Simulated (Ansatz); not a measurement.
**C2H8SSn: basis-set convergence**

The task here is to estimate one member of a computed series from the others.

The runs use Ansatz 0.2.0, Gaussian basis; one geometry, several basis sets.

Levels to be run: PBE0-D4/def2-SVP; ωB97M-V/def2-SVP; PBE0-D4/def2-QZVPP; ωB97M-V/def2-QZVPP; the functionals' def2-TZVPP values are taken from earlier runs.

## The relaxed structure

All runs share one geometry, relaxed beforehand with PBE0-D4 in a triple-zeta def2 set. Sn takes the def2 core potential; no spin-orbit term is included.

SMILES `C[S][SnH2][CH3]`, 12 atoms, charge 0, spin multiplicity 1.

Atoms are counted from 1 here; the program's logs count them from 0.

Bond lengths: C1–S2 1.817 Å, C1–H5 1.090 Å, C1–H6 1.091 Å, C1–H7 1.090 Å, S2–Sn3 2.401 Å, Sn3–C4 2.139 Å, Sn3–H8 1.714 Å, Sn3–H9 1.707 Å, C4–H10 1.090 Å, C4–H11 1.090 Å, C4–H12 1.091 Å. Angles: S2–C1–H5 111.7°, S2–C1–H6 111.5°, S2–C1–H7 106.7°, H5–C1–H6 109.8°, H5–C1–H7 108.4°, H6–C1–H7 108.5°, C1–S2–Sn3 99.5°, S2–Sn3–C4 109.4°, S2–Sn3–H8 107.9°, S2–Sn3–H9 105.9°, C4–Sn3–H8 110.1°, C4–Sn3–H9 112.0°, H8–Sn3–H9 111.2°, Sn3–C4–H10 109.5°, Sn3–C4–H11 109.9°, Sn3–C4–H12 110.0°, H10–C4–H11 109.2°, H10–C4–H12 109.3° and more.

Geometry (Å):

```xyz
12

C    -1.3493    1.6364   -0.4334
S     0.0684    1.8443    0.6838
Sn    0.5408   -0.4607    1.1604
C     1.1351   -1.4502   -0.6402
H    -1.0687    1.1150   -1.3490
H    -2.1701    1.1099    0.0550
H    -1.6894    2.6378   -0.6978
H    -0.8879   -1.1745    1.7822
H     1.7857   -0.4524    2.3276
H     2.0074   -0.9491   -1.0589
H     0.3221   -1.4204   -1.3656
H     1.3829   -2.4914   -0.4300
```

Set-up of the first run:

Contents of in.yaml:

```yaml
crystal:
  periodic: [false, false, false]
  atoms:
    - {symbol: C, position_ang: [-1.349349, 1.636367, -0.433422]}
    - {symbol: S, position_ang: [0.068388, 1.844333, 0.683798]}
    - {symbol: Sn, position_ang: [0.540806, -0.460673, 1.160357]}
    - {symbol: C, position_ang: [1.135135, -1.450194, -0.640227]}
    - {symbol: H, position_ang: [-1.068691, 1.115007, -1.348969]}
    - {symbol: H, position_ang: [-2.170099, 1.109900, 0.055010]}
    - {symbol: H, position_ang: [-1.689418, 2.637790, -0.697771]}
    - {symbol: H, position_ang: [-0.887906, -1.174550, 1.782163]}
    - {symbol: H, position_ang: [1.785744, -0.452408, 2.327596]}
    - {symbol: H, position_ang: [2.007359, -0.949068, -1.058934]}
    - {symbol: H, position_ang: [0.322059, -1.420450, -1.365613]}
    - {symbol: H, position_ang: [1.382873, -2.491355, -0.429988]}
basis:
  gaussian: {orbitals: def2-SVP}
hamiltonian: {xc: pbe0, dispersion: d4}
output: {orbitals: {seedname: orbitals}}
```

Among the steps run: PBE0-D4 in def2-SVP; ωB97M-V in def2-SVP; PBE0-D4 in def2-QZVPP; ωB97M-V in def2-QZVPP.

One of the session's tables, all rows but one given; the rest of the session is left out.

It belongs to the step «Functionals by basis». 

```
functional       basis  HOMO (eV)  LUMO (eV)
   PBE0-D4    def2-SVP      -6.44       0.25
   PBE0-D4  def2-TZVPP          ?          ?
   PBE0-D4  def2-QZVPP      -6.59      -0.19
   ωB97M-V    def2-SVP      -8.60       2.07
   ωB97M-V  def2-TZVPP      -8.75       1.48
   ωB97M-V  def2-QZVPP      -8.78       1.14
```

**Question.** Estimate the row for PBE0-D4, def2-TZVPP.

The run gave: HOMO (eV): -6.57; LUMO (eV): -0.09. In the column «HOMO (eV)» it lies between PBE0-D4, def2-QZVPP (-6.59) and PBE0-D4, def2-SVP (-6.44).
